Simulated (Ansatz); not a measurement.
# BClH2NaSSi: the cost of one run

The runs use Ansatz 0.2.0; RKS PBE-D4/def2-SVP.

### 1 Starting geometry

6 atoms, charge 0, spin multiplicity 1.

Atoms are counted from 1 here; the program's logs count them from 0.

Bond lengths: B1–Si2 1.976 Å, B1–H5 1.214 Å, B1–H6 1.213 Å, Si2–S3 1.971 Å, Si2–Cl4 2.074 Å. Angles: Si2–B1–H5 119.9°, Si2–B1–H6 119.8°, H5–B1–H6 120.0°, B1–Si2–S3 116.7°, B1–Si2–Cl4 117.3°, S3–Si2–Cl4 126.1°.

Geometry (Å):

```
B    -0.3926    1.0033   -0.1830
Si    0.3132   -0.8149    0.1358
S     0.8165   -1.2554    1.9897
Cl    0.4645   -2.0773   -1.5032
H    -1.5744    1.2293   -0.0237
H     0.3728    1.9152   -0.4156
```

This geometry comes from a loose relaxation at PBE in a small basis, which is not shown.

### 3 The grid

The probe is moved over a plane parallel to the molecule's main plane, 3.35 Å above it (x and y are the axes of that plane, centred on the molecule).

- x of the probe's Na atom: 11 values from −3.15 to 3.15 Å
- y of the probe's Na atom: 13 values from −3.78 to 3.78 Å

Nothing else is relaxed (molecule and probe rigid). Energies count from molecule and probe far apart, each relaxed in its own basis (no counterpoise correction). Points are written as (first, second).

The probe Na+ moves over a plane: parallel to the molecule's main plane, 3.35 Å above it. The molecule is turned into the frame of its main axes, as the inputs below show.

(The set-up runs are not shown.)

### 4 The run at (2.52 Å, 0.63 Å)

File input.yaml:

```yaml
crystal:
  periodic: [false, false, false]
  atoms:
    - { symbol: B, position_ang: [0.85471, 1.735, 4.9e-05] }
    - { symbol: Si, position_ang: [-0.03175, -0.024277, -0.000154] }
    - { symbol: S, position_ang: [1.272708, -1.504822, 5.1e-05] }
    - { symbol: Cl, position_ang: [-2.095668, -0.205901, 5.3e-05] }
    - { symbol: H, position_ang: [1.193954, 2.23312, 1.053361] }
    - { symbol: H, position_ang: [1.195565, 2.232877, -1.052847] }
    - { symbol: Na, position_ang: [2.52, 0.63, 3.35] }
total_charge: 1
basis:
  gaussian: { orbitals: def2-SVP }
hamiltonian:
  xc: pbe
  dispersion: d4
output:
  forces: true
```

Launch:

```
$ ansatz run input.yaml --threads 1 --pin off --max-ram 2560MiB --backend cpu --events-out ev --progress --plain --runs-dir out
```

**Question.** How long does this run take on 1 thread of Arm Neoverse V2, shared host, and how much memory does it need?

About 4 s, with a peak of 0.13 GiB.
